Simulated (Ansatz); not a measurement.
**Sb: under pressure**

One table from this session's results is given with a row withheld; the runs are named, their logs left out.

Method: DFT r2SCAN, scalar-relativistic, plane waves, PAW, in Ansatz 0.2.0.

1 further run of the same task is left out (set aside as unsound or not needed).

### Starting point

The structure is cubic, space group Pm-3m (No. 221). Conventional cell: a = 3.088 Å, b = 3.088 Å, c = 3.088 Å, α = 90.00°, β = 90.00°, γ = 90.00°. Sb (site symmetry m-3m) is surrounded by 6 Sb at 3.09 Å.

As a file:

```cif
data_structure
_symmetry_space_group_name_H-M 'Pm-3m'
_symmetry_Int_Tables_number 221
_cell_length_a 3.0875
_cell_length_b 3.0875
_cell_length_c 3.0875
_cell_angle_alpha 90.000
_cell_angle_beta 90.000
_cell_angle_gamma 90.000
_cell_volume 29.43
loop_
_atom_site_label
_atom_site_type_symbol
_atom_site_symmetry_multiplicity
_atom_site_Wyckoff_symbol
_atom_site_fract_x
_atom_site_fract_y
_atom_site_fract_z
_atom_site_occupancy
Sb1 Sb 1 a 0.00000 0.00000 0.00000 1
```

It is the result of an earlier relaxation at this level (volume 29.43 Å³/atom; gap on the mesh: none (metal)).

The first run:

input.yaml

```yaml
crystal:
  lattice:
    - [3.0975302022, 0.0, 0.0]
    - [0.0, 3.0975302022, 0.0]
    - [0.0, 0.0, 3.0975302022]
  atoms:
    - { symbol: Sb, position: [0.0, 0.0, 0.0] }
basis:
  ecutwfc: 500
kpoints:
  mp_grid: { grid: [14, 14, 14] }
hamiltonian:
  xc: r2scan
scf:
  occupations: { method: gaussian, width: 0.1 }
output:
  forces: true
  stress: true
  eigenvalues: true
relax:
  adjacent_minimum: "off"
  f_tol: 0.008
  max_steps: 50
  cell: { stress_tol: 0.08, p_target: -1.0 }
```

The run is started by

```
$ ansatz run input.yaml --threads 1 --pin off --max-ram 2560MiB --backend cpu --events-out ev --progress --plain --runs-dir out
```

Steps of the session up to this table: Target pressure -1 GPa; Relaxing at 1 GPa; Relaxing at 4 GPa; 12 GPa; Relaxing at 25 GPa; 50 GPa; Relaxing at 90 GPa.

One of the session's tables, all rows but one given; the rest of the session is left out.

It belongs to the step «Volume, cell and gap against pressure». Lengths are those of the vectors of the cell that was run:

```
P (GPa)  V (Å³/atom)  a (Å)  b (Å)  c (Å)  ΔH (eV/atom)
     -1        29.96  3.106  3.106  3.106        -0.185
      0        29.43  3.088  3.088  3.088         0.000
      1        28.95  3.070  3.070  3.070         0.182
      4        27.67  3.025  3.025  3.025         0.712
     12        25.43  2.941  2.941  2.941         2.033
     25        23.17  2.851  2.851  2.851         3.997
     50            ?      ?      ?      ?             ?
     90        18.10  2.626  2.626  2.626        12.174
```

Q: Estimate the row for P (GPa) = 50 from the others.

Worked estimate for «V (Å³/atom)». A straight line through the neighbours (25, 23.17) and (90, 18.10) gives 23.17 + (18.10 − 23.17) × (50 − 25) / (90 − 25) = 21.22; a parabola fitted to 3 rows on both sides gives 19.99.

As computed: V (Å³/atom): 20.51; a (Å): 2.737; b (Å): 2.737; c (Å): 2.737; ΔH (eV/atom): 7.383. In «V (Å³/atom)» the line misses by +0.71 and the parabola by -0.52.

ΔH is E + PV over the energy at zero pressure; a, b and c are the vectors of the computed cell. 

Caveats from the session: Other structures may take over in this range; these runs cannot find them.
